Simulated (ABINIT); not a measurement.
# NaLaMnMoO6 (I-4) in ABINIT: reference runs

Reference runs on NaLaMnMoO6: the cell as given.

All numbers are computed with ABINIT 10.8.3 (patched build); they aren't measurements. Logs are shortened: lines on timing, memory, paths and dates and some standing lists are left out, and cuts for length are marked. The log counts tension as positive stress, the text compression.

## Step 1: The crystal as given

It takes space group I-4 (No. 82, tetragonal). The conventional cell has a = 5.446 Å, b = 5.446 Å, c = 7.798 Å, α = 90.00°, β = 90.00°, γ = 90.00°. Na (site symmetry -4) is surrounded by 8 O at 2.51 to 2.72 Å. Around La (site symmetry -4) lie 8 O at 2.51 to 2.72 Å. Mn (site symmetry -4) has 6 O at 1.93 to 1.94 Å as nearest neighbours. Around Mo (site symmetry -4) lie 6 O at 1.96 to 1.97 Å. Around O (site symmetry 1) lie 1 Mn at 1.94 Å and 1 Mo at 1.97 Å. O (site symmetry 2) has 1 Mn at 1.93 Å and 1 Mo at 1.96 Å as nearest neighbours.

The cell was built by a generator and needn't be a form met in nature.

## Step 2: Single point, PBE, collinear spin, ferromagnetic start

run.abi

```
pp_dirpath "./"
pseudos "Na.GGA_PBE-JTH.xml, La.GGA_PBE-JTH.xml, Mn.GGA_PBE-JTH.xml, Mo.GGA_PBE-JTH.xml, O.GGA_PBE-JTH.xml"

acell 5.4799769816 5.4799769816 5.4799769816 Angstrom
rprim
    -0.4968889485     0.4968889485     0.7114792659
     0.4968889485    -0.4968889485     0.7114792659
     0.4968889485     0.4968889485    -0.7114792659
ntypat 5
znucl 11 57 25 42 8
natom 10
typat 1 2 3 4 5 5 5 5 5 5
xred
     0.2500000000     0.7500000000     0.5000000000
     0.7500000000     0.2500000000     0.5000000000
     0.5000000000     0.5000000000     0.0000000000
     0.0000000000     0.0000000000     0.0000000000
     0.2076600000     0.2960700000     0.5037100000
     0.2960500000     0.7923400000     0.0884100000
     0.7923600000     0.7039500000     0.4962900000
     0.7039300000     0.2076400000     0.9115900000
     0.2519400000     0.2519400000     0.0000000000
     0.7480600000     0.7480600000     0.0000000000

ecut 40.0
pawecutdg 62.0
pawxcdev 0

kptopt 1
ngkpt 7 7 7
nshiftk 1
shiftk 0.0 0.0 0.0

ixc 11

nband 56
occopt 3
tsmear 0.00183747

nsppol 2
spinat
     0.0000000000     0.0000000000     0.0000000000
     0.0000000000     0.0000000000     0.0000000000
     0.0000000000     0.0000000000     4.0000000000
     0.0000000000     0.0000000000     1.0000000000
     0.0000000000     0.0000000000     0.0000000000
     0.0000000000     0.0000000000     0.0000000000
     0.0000000000     0.0000000000     0.0000000000
     0.0000000000     0.0000000000     0.0000000000
     0.0000000000     0.0000000000     0.0000000000
     0.0000000000     0.0000000000     0.0000000000

nstep 100
tolvrs 1.0e-9

iomode 3
prtwf 0
prtden 0
prteig 0
prtebands 0
enunit 1
```

Potentials or basis: JTH PAW PBE v2.0.

Started as:

```console
> mpirun --bind-to none -np 4 abinit run.abi > log 2>&1
```

run.abo:

```text
.Version 10.8.3 of ABINIT
 Symmetries : space group I-4 (# 82); Bravais tI (body-center tetrag.)
================================================================================
 Values of the parameters that define the memory need of the present run
     intxc =       0    ionmov =       0      iscf =      17    lmnmax =      32
     lnmax =       8     mgfft =      60  mpssoang =       4    mqgrid =    3001
     natom =      10  nloc_mem =       2    nspden =       2   nspinor =       1
    nsppol =       2      nsym =       4    n1xccc =       1    ntypat =       5
    occopt =       3   xclevel =       2
       mpw =        9460          nfft =      216000          nkpt =          52
Pmy_natom=         3
 PAW method is used; the additional fine FFT grid is defined by:
   mgfftf=        75    nfftf =    421875
================================================================================
================================================================================

--------------------------------------------------------------------------------
------------- Echo of variables that govern the present computation ------------
--------------------------------------------------------------------------------
 -outvars: echo values of preprocessed input variables --------
            acell      1.0355655672E+01  1.0355655672E+01  1.0355655672E+01 Bohr
              amu      2.29897680E+01  1.38905500E+02  5.49380500E+01
                       9.59400000E+01  1.59994000E+01
             ecut      4.00000000E+01 Hartree
           enunit           1
                       outvar_i_n : Printing only first  50 k-points.
              ixc          11
                       outvar_i_n : Printing only first  50 k-points.
         kptrlatt        7    0    0      0    7    0      0    0    7
          kptrlen      7.20385520E+01
            natom          10
            nband          56
            ngfft          60      60      60
          ngfftdg          75      75      75
             nkpt          52
           nspden           2
           nsppol           2
            nstep         100
             nsym           4
           ntypat           5
                       prtocc : prtvol=0, do not print more k-points.
                       1.000000  1.000000  1.000000  1.000000  1.000000  1.000000
                       1.000000  1.000000  1.000000  1.000000  1.000000  1.000000
                       1.000000  1.000000  1.000000  1.000000  1.000000  1.000000
                       1.000000  1.000000  1.000000  1.000000  1.000000  1.000000
                       1.000000  1.000000  1.000000  1.000000  1.000000  1.000000
                       1.000000  1.000000  1.000000  1.000000  1.000000  1.000000
                       1.000000  1.000000  1.000000  1.000000  1.000000  1.000000
                       1.000000  0.000000  0.000000  0.000000  0.000000  0.000000
                       0.000000  0.000000  0.000000  0.000000  0.000000  0.000000
                       0.000000  0.000000
                       1.000000  1.000000  1.000000  1.000000  1.000000  1.000000
                       1.000000  1.000000  1.000000  1.000000  1.000000  1.000000
                       1.000000  1.000000  1.000000  1.000000  1.000000  1.000000
                       1.000000  1.000000  1.000000  1.000000  1.000000  1.000000
                       1.000000  1.000000  1.000000  1.000000  1.000000  1.000000
                       1.000000  1.000000  1.000000  1.000000  1.000000  1.000000
                       1.000000  1.000000  1.000000  1.000000  1.000000  1.000000
[... 468 lines left out ...]
                       1.000000  1.000000  1.000000  1.000000  1.000000  1.000000
                       1.000000  1.000000  1.000000  1.000000  1.000000  1.000000
                       0.000000  0.000000  0.000000  0.000000  0.000000  0.000000
                       0.000000  0.000000  0.000000  0.000000  0.000000  0.000000
                       0.000000  0.000000
                       1.000000  1.000000  1.000000  1.000000  1.000000  1.000000
                       1.000000  1.000000  1.000000  1.000000  1.000000  1.000000
                       1.000000  1.000000  1.000000  1.000000  1.000000  1.000000
                       1.000000  1.000000  1.000000  1.000000  1.000000  1.000000
                       1.000000  1.000000  1.000000  1.000000  1.000000  1.000000
                       1.000000  1.000000  1.000000  1.000000  1.000000  1.000000
                       1.000000  1.000000  1.000000  1.000000  1.000000  1.000000
                       0.000000  0.000000  0.000000  0.000000  0.000000  0.000000
                       0.000000  0.000000  0.000000  0.000000  0.000000  0.000000
                       0.000000  0.000000
                       prtocc : prtvol=0, do not print more k-points.
           occopt           3
        pawecutdg      6.20000000E+01 Hartree
         pawxcdev           0
           prtden           0
        prtebands           0
           prteig           0
            prtwf           0
            rprim     -4.9688894850E-01  4.9688894850E-01  7.1147926590E-01
                       4.9688894850E-01 -4.9688894850E-01  7.1147926590E-01
                       4.9688894850E-01  4.9688894850E-01 -7.1147926590E-01
          spgroup          82
           spinat      0.0000000000E+00  0.0000000000E+00  0.0000000000E+00
                       0.0000000000E+00  0.0000000000E+00  0.0000000000E+00
[... 276 lines left out ...]
    2     -0.00000000000000    -0.00000000000000    -0.00000000000000
    3     -0.00000000000000    -0.00000000000000    -0.00000000000000
    4     -0.00000000000000    -0.00000000000000    -0.00000000000000
    5     -0.00092624836463    -0.00098754729875     0.00017797917140
    6      0.00098754729875    -0.00092624836463    -0.00017797917140
    7      0.00092624836463     0.00098754729875     0.00017797917140
    8     -0.00098754729875     0.00092624836463    -0.00017797917140
    9      0.00000000000000     0.00000000000000    -0.00247660554205
   10      0.00000000000000    -0.00000000000000     0.00247660554205
 frms,max,avg= 8.1089661E-04 2.4766055E-03   0.000E+00  0.000E+00  0.000E+00 h/b

 cartesian forces (eV/Angstrom) at end:
    1     -0.00000000000000    -0.00000000000000    -0.00000000000000
    2     -0.00000000000000    -0.00000000000000    -0.00000000000000
    3     -0.00000000000000    -0.00000000000000    -0.00000000000000
    4     -0.00000000000000    -0.00000000000000    -0.00000000000000
    5     -0.04762960593816    -0.05078172386672     0.00915205696744
    6      0.05078172386672    -0.04762960593816    -0.00915205696744
    7      0.04762960593816     0.05078172386672     0.00915205696744
    8     -0.05078172386672     0.04762960593816    -0.00915205696744
    9      0.00000000000000     0.00000000000000    -0.12735217738200
   10      0.00000000000000    -0.00000000000000     0.12735217738200
 frms,max,avg= 4.1697980E-02 1.2735218E-01   0.000E+00  0.000E+00  0.000E+00 e/A
 length scales= 10.355655671503 10.355655671503 10.355655671503 bohr
              =  5.479976981600  5.479976981600  5.479976981600 angstroms
 Fermi (or HOMO) energy (eV) =   6.87650   Average Vxc (eV)= -11.19609
 Eigenvalues (   eV  ) for nkpt=  52  k points, SPIN UP:
 kpt#   1, nband= 56, wtk=  0.00292, kpt=  0.0000  0.0000  0.0000 (reduced coord)
 -75.09047  -56.02887  -45.05561  -43.81186  -43.81186  -43.79866  -30.17115  -30.16168
 -30.16168  -25.93886  -16.99150  -16.99150  -16.96439  -13.22782  -12.54457  -12.32089
 -11.96027  -11.96027  -11.92468   -9.77881   -9.77881   -9.53005   -0.85399   -0.59360
  -0.57817    0.15927    0.25663    0.25663    1.41996    1.41996    1.44016    2.85256
   2.98761    2.98761    3.72121    3.72474    3.72474    3.81893    3.94778    3.94778
   4.14554    4.49797    4.49797    6.15642    6.54829    7.68538    7.68538    7.96916
   9.10008    9.11801    9.11801    9.19493    9.20763    9.38524    9.38524    9.70172
 prteigrs : prtvol=0 or 1, do not print more k-points.

 Eigenvalues (   eV  ) for nkpt=  52  k points, SPIN DOWN:
 kpt#   1, nband= 56, wtk=  0.00292, kpt=  0.0000  0.0000  0.0000 (reduced coord)
 -72.25278  -56.45474  -45.05535  -41.05028  -41.04238  -41.04238  -30.67469  -30.60054
 -30.60054  -25.94823  -16.99113  -16.99113  -16.96388  -13.19918  -12.51570  -12.29259
 -11.93392  -11.93392  -11.90562   -9.78773   -9.78773   -9.53725   -0.79832   -0.38852
  -0.38164    0.25952    0.33432    0.33432    1.45235    1.45235    1.47115    2.89851
   3.03625    3.03625    3.81131    3.81639    3.81639    3.83275    4.20733    4.20733
   5.69960    5.69960    5.69989    7.57716    7.94353    8.27562    8.27562    8.56968
   9.07366    9.12579    9.12579    9.20515    9.24465    9.37880    9.37880    9.71272
 prteigrs : prtvol=0 or 1, do not print more k-points.

--- !EnergyTerms
iteration_state     : {dtset: 1, }
comment             : Components of total free energy in Hartree
kinetic             :  8.66520984332509E+01
hartree             :  8.65784218948468E+01
xc                  : -3.85834270531053E+01
Ewald energy        : -2.48537598739263E+02
psp_core            :  1.81643622968356E+01
local_psp           : -2.49071594575699E+02
PAW spherical_terms : -6.25180896229921E+00
internal            : -3.51049546705434E+02
'-kT*entropy'       : -1.09912340497265E-03
total_energy        : -3.51050645828839E+02
total_energy_eV     : -9.55257471554962E+03
...

--- !EnergyTermsDC
iteration_state     : {dtset: 1, }
comment             : '"Double-counting" decomposition of free energy'
band_energy         : -3.88572935912645E+01
Ewald energy        : -2.48537598739263E+02
psp_core            :  1.81643622968356E+01
xc_dc               : -8.01724557498527E+01
PAW spherical_terms : -1.64655930507228E+00
internal            : -3.51049545088617E+02
'-kT*entropy'       : -1.09912340497265E-03
total_energy_dc     : -3.51050644212022E+02
total_energy_dc_eV  : -9.55257467155379E+03
...

--- !EnergyTermsWithPAWCore
iteration_state     : {dtset: 1, }
comment             : 'Components of total free energy, including PAW core contributions'
Total energy        : -1.43154977382896E+04
Total energy DC     : -1.43154977366728E+04
Total energy (eV)   : -3.89544538260065E+05
Total energy DC (eV): -3.89544538216070E+05
...

 Cartesian components of stress tensor (hartree/bohr^3)
  sigma(1 1)= -2.83500885E-05  sigma(3 2)=  0.00000000E+00
  sigma(2 2)= -2.83500885E-05  sigma(3 1)=  0.00000000E+00
  sigma(3 3)= -3.62148999E-05  sigma(2 1)=  0.00000000E+00

-Cartesian components of stress tensor (GPa)         [Pressure=  9.1122E-01 GPa]
- sigma(1 1)= -8.34088401E-01  sigma(3 2)=  0.00000000E+00
- sigma(2 2)= -8.34088401E-01  sigma(3 1)=  0.00000000E+00
- sigma(3 3)= -1.06547914E+00  sigma(2 1)=  0.00000000E+00

== END DATASET(S) ==============================================================
================================================================================

 -outvars: echo values of variables after computation  --------
            acell      1.0355655672E+01  1.0355655672E+01  1.0355655672E+01 Bohr
           etotal     -3.5105064421E+02
            fcart     -1.2044885824E-19 -4.4554704708E-20 -1.0210025485E-27
                      -1.2044885678E-19 -4.4554704708E-20 -8.7710286046E-28
                      -1.2044885929E-19 -4.4554704708E-20 -1.7542057209E-27
                      -1.2044885678E-19 -4.4554704708E-20 -0.0000000000E+00
                      -9.2624836463E-04 -9.8754729875E-04  1.7797917140E-04
                       9.8754729875E-04 -9.2624836463E-04 -1.7797917140E-04
                       9.2624836463E-04  9.8754729875E-04  1.7797917140E-04
                      -9.8754729875E-04  9.2624836463E-04 -1.7797917140E-04
                       3.2012437434E-19  3.9601852641E-19 -2.4766055421E-03
                       2.0978561092E-19 -1.4800110600E-19  2.4766055421E-03
            rprim     -4.9688894850E-01  4.9688894850E-01  7.1147926590E-01
                       4.9688894850E-01 -4.9688894850E-01  7.1147926590E-01
                       4.9688894850E-01  4.9688894850E-01 -7.1147926590E-01
           strten     -2.8350088523E-05 -2.8350088523E-05 -3.6214899914E-05
                       0.0000000000E+00  0.0000000000E+00  0.0000000000E+00
           xangst      2.7229400002E+00 -2.3500188930E-16  1.9494450000E+00
                      -1.5115353414E-16  2.7229400002E+00  1.9494450000E+00
                      -3.8638653975E-17 -3.8638653975E-17  3.8988900000E+00
                       0.0000000000E+00  0.0000000000E+00  0.0000000000E+00
                       1.6123072329E+00  1.1308369821E+00  7.7977800000E-05
                       1.5921030181E+00 -1.1106327673E+00  3.8988120222E+00
                       1.1106327673E+00  1.5921030181E+00  3.8989679778E+00
                       1.1308369821E+00  3.8335727675E+00 -7.7977800001E-05
                      -6.7389250840E-18 -3.2199564846E-17  1.9645726932E+00
                      -1.0419097236E-16 -1.1425153611E-17  5.8332073068E+00
             xred      2.5000000000E-01  7.5000000000E-01  5.0000000000E-01
                       7.5000000000E-01  2.5000000000E-01  5.0000000000E-01
                       5.0000000000E-01  5.0000000000E-01 -1.4190049716E-17
                       0.0000000000E+00  0.0000000000E+00  0.0000000000E+00
                       2.0766000000E-01  2.9607000000E-01  5.0371000000E-01
                       2.9605000000E-01  7.9234000000E-01  8.8410000000E-02
                       7.9236000000E-01  7.0395000000E-01  4.9629000000E-01
                       7.0393000000E-01  2.0764000000E-01  9.1159000000E-01
                       2.5194000000E-01  2.5194000000E-01 -7.1500822507E-18
                       7.4806000000E-01  7.4806000000E-01 -2.1230017180E-17
 Calculation completed.
```

Wall time 32 min (4 MPI ranks of Arm Neoverse V2, shared host); peak memory 2.8 GiB.

Results:

- Free energy: -9552.5747 eV
- Pressure: 0.9 GPa
- Largest force: 0.127 eV/Å
- Band gap on the k mesh: none (metal or under the smearing width)
- Net moment: 1.97 μB per cell
- Site moments: Na +0.00; La -0.02; Mn +2.47; Mo -0.53; O +0.01 μB
- Valence electrons inside the program's atomic spheres: Na 7.62; La 7.88; Mn 13.22; Mo 11.25; O 4.56

Forces in eV/Å, atoms in the order of the input:
```
Na   0.000  0.000  0.000
La   0.000  0.000  0.000
Mn   0.000  0.000  0.000
Mo   0.000  0.000  0.000
O   -0.048 -0.051  0.009
O    0.051 -0.048 -0.009
O    0.048  0.051  0.009
O   -0.051  0.048 -0.009
O    0.000  0.000 -0.127
O    0.000  0.000  0.127
```

Levels at points of the mesh, in eV from the Fermi level:
Spin up:
```csv
k point,band 40,band 41,band 42,band 43,band 44,band 45,band 46,band 47
"(0.00, 0.00, 0.00)",-2.93,-2.73,-2.38,-2.38,-0.72,-0.33,0.81,0.81
```
Spin down:
```tsv
k point	band 37	band 38	band 39	band 40	band 41	band 42	band 43	band 44	band 45	band 46
(0.00, 0.00, 0.00)	-3.06	-3.04	-2.67	-2.67	-1.18	-1.18	-1.18	0.70	1.07	1.40
```

Caveat: small starting moments can end in a higher magnetic state in this program; a cell with one magnetic atom can't hold antiferromagnetic order, which such compounds often take; semilocal functionals often make such compounds metallic where correlation or magnetic order opens a gap, which also shifts bond lengths.
